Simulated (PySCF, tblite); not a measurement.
# CH6B2N radical: geometry, infrared bands and EPR parameters

Aim: predict the infrared bands and EPR parameters of CH6B2N radical (`[BH]NBC`).

The runs use tblite 0.8.0 and PySCF 2.14.0, with density-fitted response routines of our own; the level of theory stands in each step. All values are computed, except where a source is named. Atoms count from 0, in the outputs and in this text.

### Step 1. The starting structure

10 atoms, charge 0, multiplicity 2; geometry from: force field or distance geometry start.

Bonds of the start (Å): B0–N1 1.54, N1–B2 1.51, B2–C3 1.59, B0–H4 1.18, N1–H5 1.04, B2–H6 1.19, C3–H7 1.10, C3–H8 1.12, C3–H9 1.11.

### Step 2. Geometry optimisation with GFN2-xTB

The job: settings as JSON, then the geometry in Å.

```
{"job": {"kind": "relax", "xc": "GFN2-xTB", "basis": "xTB"}, "charge": 0, "multiplicity": 2}
B      2.149500    -0.430900     0.555200
N      0.931400    -0.819100    -0.297200
B     -0.069600     0.306900    -0.222700
C     -1.551800     0.033600     0.283200
H      2.766400     0.541100     0.308900
H      1.255400    -0.899800    -1.280300
H      0.207200     1.394700    -0.618500
H     -2.145000     0.962600     0.244800
H     -1.506800    -0.332100     1.343300
H     -2.027800    -0.752400    -0.339100
```

Run with:

```console
$ OMP_NUM_THREADS=1 python probes_run.py task.json out
```

The driver reads the jobs from task.json and runs them one after another.

**Question.** This job is followed by: GFN2-xTB harmonic vibrations, gas phase; UKS B3LYP, pcH-1 on B C H N, non-relativistic, mean-field spin-orbit, GIAO. What will the session give for the following? strongest single infrared mode (GFN2-xTB); zero-point energy (GFN2-xTB); g(iso) (B3LYP); ⟨S²⟩; largest a(iso) (averaged by class); potential on the surface of density 0.002 e/bohr³, 1st and 99th percentile.

**Answer**, as computed:

```
                                                                  quantity                  value
                                 strongest single infrared mode (GFN2-xTB)  1382 cm⁻¹, 533 km/mol
                                              zero-point energy (GFN2-xTB)          47.2 kcal/mol
                                                            g(iso) (B3LYP)                2.00192
                                                                      ⟨S²⟩     0.751 (exact 0.75)
                                        largest a(iso) (averaged by class)   11B on B0, 433.0 MHz
potential on the surface of density 0.002 e/bohr³, 1st and 99th percentile     -0.74 V and 1.79 V
```

The optimisation took 103 steps and gained 1.644 eV; among the close pairs (by a distance rule), B0–N1 changed most, from 1.537 to 1.403 Å. All 24 modes are real, so the xTB geometry is a minimum. The strongest single mode, at 1382 cm⁻¹, is spread over several atoms, N1, B2, B0, H5 among them. Unscaled tight-binding wavenumbers are off by several per cent, some by more. Its intensities can rank the bands wrongly. Most of the unpaired spin sits on B0 (0.98 e). The isotropic g lies 0.4 ppt below the free-electron value. These values are for one conformer; the search (at its own cheap level) found 1 more, at 0.31 kcal/mol, and measured spectra average over such forms.
